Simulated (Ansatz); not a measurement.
# Si₂Ge₃H₁₀: how energies converge with the basis set

An exercise on one series of results from a longer session: the logs are not shown, and one member is left open.

Method: one geometry, several basis sets; program: Ansatz 0.2.0, Gaussian basis.

The runs, in order: PBE0-D4/def2-SVP; ωB97M-V/def2-SVP; PBE0-D4/def2-QZVPP; ωB97M-V/def2-QZVPP; the functionals' def2-TZVPP values are taken from earlier runs.

## Structure used throughout

The geometry comes from an earlier relaxation with PBE0-D4 in a triple-zeta def2 set; it is a stationary point, not always the lowest conformer.

SMILES `[SiH2]1[GeH2][SiH2][GeH2][GeH2]1`, 15 atoms, charge 0, spin multiplicity 1.

Atoms are counted from 1 here; the program's logs count them from 0.

Bond lengths: Si1–Ge2 2.384 Å, Si1–Ge5 2.388 Å, Si1–H6 1.489 Å, Si1–H7 1.488 Å, Ge2–Si3 2.385 Å, Ge2–H8 1.541 Å, Ge2–H9 1.538 Å, Si3–Ge4 2.390 Å, Si3–H10 1.488 Å, Si3–H11 1.489 Å, Ge4–Ge5 2.443 Å, Ge4–H12 1.540 Å, Ge4–H13 1.539 Å, Ge5–H14 1.539 Å, Ge5–H15 1.540 Å. Angles: Ge2–Si1–Ge5 103.9°, Ge2–Si1–H6 108.7°, Ge2–Si1–H7 113.4°, Ge5–Si1–H6 109.1°, Ge5–Si1–H7 112.8°, H6–Si1–H7 108.8°, Si1–Ge2–Si3 102.7°, Si1–Ge2–H8 109.3°, Si1–Ge2–H9 113.5°, Si3–Ge2–H8 109.4°, Si3–Ge2–H9 113.4°, H8–Ge2–H9 108.4°, Ge2–Si3–Ge4 104.4°, Ge2–Si3–H10 113.2°, Ge2–Si3–H11 108.7°, Ge4–Si3–H10 112.5°, Ge4–Si3–H11 109.1°, H10–Si3–H11 108.7° and more.

The first run:

in.yaml

```yaml
crystal:
  periodic: [false, false, false]
  atoms:
    - {symbol: Si, position_ang: [-1.257952, -0.870468, 1.292077]}
    - {symbol: Ge, position_ang: [0.078968, -1.960600, -0.354082]}
    - {symbol: Si, position_ang: [1.819678, -0.378545, -0.747988]}
    - {symbol: Ge, position_ang: [0.714819, 1.740804, -0.723017]}
    - {symbol: Ge, position_ang: [-1.340030, 1.399091, 0.553590]}
    - {symbol: H, position_ang: [-0.550063, -0.932771, 2.601074]}
    - {symbol: H, position_ang: [-2.608839, -1.473557, 1.449222]}
    - {symbol: H, position_ang: [-0.747824, -2.142099, -1.641976]}
    - {symbol: H, position_ang: [0.596540, -3.339450, 0.090404]}
    - {symbol: H, position_ang: [2.557064, -0.621845, -2.017039]}
    - {symbol: H, position_ang: [2.784978, -0.438473, 0.384618]}
    - {symbol: H, position_ang: [0.363558, 2.182025, -2.155726]}
    - {symbol: H, position_ang: [1.591775, 2.833661, -0.086460]}
    - {symbol: H, position_ang: [-1.448961, 2.390494, 1.725455]}
    - {symbol: H, position_ang: [-2.553709, 1.611743, -0.370142]}
basis:
  gaussian: {orbitals: def2-SVP}
hamiltonian: {xc: pbe0, dispersion: d4}
output: {orbitals: {seedname: orbitals}}
```

Steps of the session up to this table: PBE0-D4 in def2-SVP; ωB97M-V in def2-SVP; PBE0-D4 in def2-QZVPP; ωB97M-V in def2-QZVPP.

One of the session's tables, all rows but one given; the rest of the session is left out.

It belongs to the step «Density functionals: the series». 

```
functional       basis  HOMO (eV)
   PBE0-D4    def2-SVP      -7.62
   PBE0-D4  def2-TZVPP      -7.58
   PBE0-D4  def2-QZVPP      -7.58
   ωB97M-V    def2-SVP      -9.51
   ωB97M-V  def2-TZVPP          ?
   ωB97M-V  def2-QZVPP      -9.49
```

Estimate the missing values for ωB97M-V, def2-TZVPP.

The run gave: HOMO (eV): -9.50. In the column «HOMO (eV)» it lies between ωB97M-V, def2-SVP (-9.51) and ωB97M-V, def2-QZVPP (-9.49).
